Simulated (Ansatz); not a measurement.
Runs of Ansatz 0.2.0 on CsLiCr2Te2S3. Symmetry: Cm, No. 8, monoclinic system. Conventional cell: a = 6.843 Å, b = 10.361 Å, c = 7.978 Å, α = 90.00°, β = 111.21°, γ = 90.00°. Cs (site symmetry m) has 5 S at 3.58 to 3.92 Å and 1 Li at 4.01 Å as nearest neighbours. Li (site symmetry m) has 3 S at 2.42 to 2.56 Å as nearest neighbours. Cr (site symmetry 1) has 3 S at 2.20 to 2.25 Å and 1 Te at 2.51 Å as nearest neighbours. Around Te (site symmetry 1) lie 1 Cr at 2.51 Å. S (site symmetry 1) is surrounded by 2 Cr at 2.24 to 2.25 Å and 1 Li at 2.56 Å. Around S (site symmetry m) lie 2 Cr at 2.20 Å and 1 Li at 2.42 Å. The cell was built by a generator and needn't be a form met in nature.

```tsv
task	level	potentials or basis	U	cell	k mesh	cutoff (eV)	basis error allowed	mesh quality	gap on the mesh (eV)	pressure (GPa)	moment (μB)	largest force (eV/Å)
single point	PBE	all-electron LAPW, scalar-relativistic	-	atoms moved at random, drawn with an rms of 0.05 Å	5 × 5 × 4	298	0.002 eV/atom	not flagged	none	0.3	4.02	0.57
relaxation of cell and atoms	PBE	all-electron PAW datasets made for the crystal	-	relaxed	3 × 3 × 2	-	-	coarse	none	0.0	4.01	-
single point	PBE+U	all-electron LAPW, scalar-relativistic	Cr d U = 3 eV	as given	4 × 4 × 3	292	0.002 eV/atom	coarse	none	(b)	5.19	1.39
single point	PBE	all-electron LAPW, scalar-relativistic	-	as given	4 × 4 × 3	292	0.002 eV/atom	coarse	none	0.0	4.01	0.04
single point	PBE+U	all-electron LAPW, scalar-relativistic	Cr d U = 6 eV	as given	4 × 4 × 3	292	0.002 eV/atom	coarse	none	(a)	5.98	2.63
```

Alike in all rows: spin collinear, ferromagnetic start; smearing fermi-dirac 0.05 eV.

Problem. Fill in the values left out.

Solution. (a) 5.0; (b) 2.7.

Caveats: some runs use coarse meshes; only a ferromagnetic start was run, and an antiferromagnetic order may lie lower in energy; the k mesh is thin for a metal, which can move the energy by tens of meV per atom (some runs); the magnetic state may not be the lowest (some runs); U is the effective U less J, on atomic orbitals that reach past the spheres (some runs); forces of over 1 eV/Å show positions far from the minimum, so gaps and moduli don't describe the material at rest (some runs).

A k mesh can miss the band edges, and the runs leave out spin-orbit coupling on Cs, Te.

A gap of «none» marks a metal or a gap under the smearing width.

The runs don't all hold the same shells in valence.
